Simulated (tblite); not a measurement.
# C6H14AlB: the cost of one run

Programs: tblite 0.8.0 and PySCF 2.14.0, with density-fitted response routines of our own. Each step states its level of theory. These are calculated values for one molecule in the gas phase, unless marked as measured. Atoms count from 0, in the outputs and in this text.

## 1. The molecule as given

22 atoms, charge 0, multiplicity 1; geometry from: force field or distance geometry start.

Bonds of the start (Å): C0–B1 1.60, B1–C2 1.59, B1–C3 1.60, C3–C4 1.52, C4–C5 1.54, C5–C6 1.53, C6–Al7 1.97, Al7–C3 1.97, C0–H8 1.11, C0–H9 1.11, C0–H10 1.11, C2–H11 1.12, C2–H12 1.10, C2–H13 1.10, C3–H14 1.12, C4–H15 1.11, C4–H16 1.11, C5–H17 1.11, C5–H18 1.12, C6–H19 1.10, C6–H20 1.12, Al7–H21 1.59.

## 2. Optimising the geometry with GFN2-xTB

Job settings and geometry (Å):

```
{"job": {"kind": "relax", "xc": "GFN2-xTB", "basis": "xTB"}, "charge": 0, "multiplicity": 1}
C      2.806100     0.740200     0.359300
B      1.505200    -0.029900    -0.168600
C      1.685200    -1.149500    -1.289000
C      0.075600     0.335600     0.453500
C     -0.925300     0.840000    -0.574700
C     -2.360100     0.689700    -0.047800
C     -2.567200    -0.716600     0.506300
Al    -0.821400    -1.211900     1.285100
H      3.709600     0.379600    -0.167000
H      2.669200     1.828100     0.175700
H      2.915200     0.568800     1.447900
H      0.695200    -1.613000    -1.536100
H      2.090300    -0.677500    -2.197100
H      2.372000    -1.936300    -0.936300
H      0.200600     1.099800     1.261800
H     -0.720800     1.910700    -0.800200
H     -0.843800     0.268600    -1.527500
H     -3.091700     0.890800    -0.852300
H     -2.518200     1.437200     0.772500
H     -2.816800    -1.428000    -0.299200
H     -3.371000    -0.714600     1.284500
H     -0.698300    -1.492300     2.848300
```

On the command line:

```sh
$ OMP_NUM_THREADS=1 python probes_run.py task.json out
```

One launch serves the whole session: the jobs run in the order shown.

Q: Estimate the wall time and peak memory of this first job on 1 thread of Arm Neoverse N1, shared host.

About 1.9 s, with a peak of 0.18 GiB.
